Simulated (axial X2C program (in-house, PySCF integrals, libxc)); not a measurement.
**Linear CoSH at several levels**

The task here is to estimate one member of a computed series from the others.

Computed with an in-house X2C program for linear molecules on PySCF integrals. Level: all-electron X2C, two-component (2c) or spin-free, Co dyall-v3z, S dyall-av3z, H dyall-v3z.

All values are calculated.

2 further runs of the same task are left out: 2 set aside as unsound or not needed.

Set-up of the first run:

The input, task.json:

```json
{"zs": [27, 16, 1], "q": 0, "bas": ["dyall-v3z", "dyall-av3z", "dyall-v3z"], "r0": [2.14, 1.34], "symm": 0, "scan": ["PBE0", "HF", "LDA"], "levels": ["PBE0", "HF", "TPSSh"], "nst": 2}
```

Keys: zs atomic numbers; q charge; bas basis sets; r0 starting distance in Å; symm equal bonds; scan levels of the two-bond scan (MP2 follows by itself at each HF point); levels methods; nst determinants followed.

Command:

```
$ python solin.py task.json out
```

Masses Co 58.933, S 31.972, H 1.008 u.

Steps of the session up to this table: Scan at HF, 2c; Scan at MP2, 2c; Scan at PBE0, spin-free.

One of the session's tables, all rows but one given; the rest of the session is left out.

| level | r(Co–S) (Å) | r(S–H) (Å) | lower stretch (cm⁻¹) | upper stretch (cm⁻¹) |
| --- | --- | --- | --- | --- |
| HF, 2c | 2.239 | 1.321 | 355.2 | 2877.2 |
| MP2, 2c | ? | ? | ? | ? |
| PBE0, spin-free | 2.105 | 1.349 | 388.0 | 2635.0 |
| HF, spin-free | 2.239 | 1.321 | 355.6 | 2877.9 |
| MP2, spin-free | 2.143 | 1.333 | 386.5 | 2765.7 |

Estimate the missing values for MP2, 2c.

**Answer.** r(Co–S) (Å): 2.144; r(S–H) (Å): 1.333; lower stretch (cm⁻¹): 386.1; upper stretch (cm⁻¹): 2764.3. In the column «r(Co–S) (Å)» it lies between MP2, spin-free (2.143) and HF, 2c (2.239).

Scans not shown above were run alike.

Caveats from the session: The molecule was held linear; bending was not examined, so a bent shape may lie lower. Note: functional without a current term on a determinant with orbital currents, of the molecule or an atom.
